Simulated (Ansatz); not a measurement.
**AgHS (SMILES [SH][Ag]): a rigid scan of the angle Ag2–S1–H3**

Aim: the energy along the angle Ag2–S1–H3, from CCSD(T) and from cheaper methods, relative to the minimum. No other atom is relaxed.

The runs use Ansatz 0.2.0, Gaussian basis; single points in def2-TZVPP.

Levels: PBE-D4, r2SCAN-D4, PBE0-D4, B3LYP-D4, wB97M-V, Hartree-Fock, MP2, CCSD, CCSD(T). The scan takes 69.8, 75.8, 81.8, 87.8, 93.8, 99.8, 105.8, 111.8, 117.8°.

Cores are frozen in the correlated methods. Filled d shells of the heavier atoms are correlated. Core potentials replace the inner electrons past krypton, and spin-orbit coupling is left out. B3LYP uses VWN-RPA correlation.

19 further runs of the same task are left out: 19 set aside as unsound or not needed.

## Step 1: Where the work starts

The minimum, relaxed at PBE0-D4: 3 atoms, charge 0, spin multiplicity 1.

Atoms are counted from 1 here; the program's logs count them from 0.

Bond lengths: S1–Ag2 2.313 Å, S1–H3 1.345 Å. Angles: Ag2–S1–H3 93.8°.

Geometry (Å):

```
S    -0.47241   -0.66661   -0.34216
Ag    1.42528    0.02208    0.78683
H    -0.96376    0.57963   -0.45787
```

Energies of the minimum (eV), from earlier single points: PBE-D4 -14848.08952, r2SCAN-D4 -14852.90154, PBE0-D4 -14848.41564, B3LYP-D4 -14854.41523, wB97M-V -14849.81433, CCSD(T) -14833.63318.

At the minimum the angle Ag2–S1–H3 is 93.8°.

## Step 2: Ag2–S1–H3 = 69.8°

Contents of ccsdt-tzvpp/in.yaml:

```yaml
crystal:
  periodic: [false, false, false]
  atoms:
    - {symbol: S, position_ang: [-0.472412, -0.666607, -0.342156]}
    - {symbol: Ag, position_ang: [0.968215, 0.854171, 0.638628]}
    - {symbol: H, position_ang: [-0.963763, 0.579629, -0.457871]}
basis:
  gaussian: {orbitals: def2-TZVPP}
correlation: {method: ccsd_t}
```

No record of the launch command was kept for these runs.

The runs that follow: Ag2–S1–H3 = 75.8°; Ag2–S1–H3 = 81.8°; Ag2–S1–H3 = 87.8°; Ag2–S1–H3 = 93.8°; Ag2–S1–H3 = 99.8°; Ag2–S1–H3 = 105.8°; Ag2–S1–H3 = 111.8°; Ag2–S1–H3 = 117.8°.

Q: Predict the outcome of this session. Wanted: highest point, CCSD(T); lowest point, CCSD(T); minimum along the scan, CCSD(T); RMS deviation from CCSD(T); largest T1 diagnostic.

The runs gave:

```
                       quantity                                                                                                            value
         highest point, CCSD(T)                                                                                           4.6 kcal/mol at 69.8 °
          lowest point, CCSD(T)                                                                                           0.0 kcal/mol at 93.8 °
minimum along the scan, CCSD(T)                                                                                                           93.3 °
                curvature there                                                                                                    0.69 meV/deg²
     RMS deviation from CCSD(T)  PBE-D4 0.1, r2SCAN-D4 0.1, PBE0-D4 0.2, B3LYP-D4 0.3, wB97M-V 0.2, Hartree-Fock 1.1, MP2 0.2, CCSD 0.2 kcal/mol
          largest T1 diagnostic                                                                                                            0.022
```

In words: A polynomial through the near points puts the CCSD(T) minimum 0.5° below the PBE0-D4 value. Curvature against CCSD(T): PBE-D4 +4 %, Hartree-Fock -2 %. r2SCAN-D4 follows the CCSD(T) curve best and Hartree-Fock worst.
